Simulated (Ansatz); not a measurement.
LiY3 in Ansatz: the effect of target pressure

The system is LiY3.

```
Y Li
1.0
    -2.36719    2.36719    5.32664
     2.36719   -2.36719    5.32664
     2.36719    2.36719   -5.32664
Y Li
3 1
Cartesian
  0.0000 0.0000 5.3266
  2.3672 0.0000 2.6633
  0.0000 2.3672 2.6633
  0.0000 0.0000 0.0000
```

The cell comes from a database or a generator and needn't be the stable form of this composition.

Alike in all runs:

```yaml
Program: Ansatz 0.2.0
Task: relaxation of cell and atoms
Functional: r2SCAN
Potentials_or_basis: Ansatz PAW
Cutoff: "500 eV (not typed: the program's choice for these potentials)"
k_mesh: 8 × 8 × 8
Occupations: fermi-dirac, width 0.05 eV
Spin: no spin polarisation
```

Each run relaxes the cell or the atoms first.

**Question.** One run gave: relaxed volume 18.67 Å³/atom. Which target pressure did it use?
A. 20 GPa
B. 10 GPa
C. 0 GPa
D. 30 GPa
E. 5 GPa

**Answer.** D.

```tsv
target pressure	relaxed volume (Å³/atom)
0 GPa	30.40
2 GPa	28.71
5 GPa	26.74
10 GPa	24.13
20 GPa	20.73
30 GPa	18.67
```

Caveats: the plane-wave basis is chosen anew once the cell has moved, so the energies of steps on either side of that aren't comparable; the PAW data sets come from PBE, with cores solved anew for the run's functional, which leaves a small shift of forces and pressure; the volume moved by over 15 % at a fixed basis, so the end points are rough (some runs).
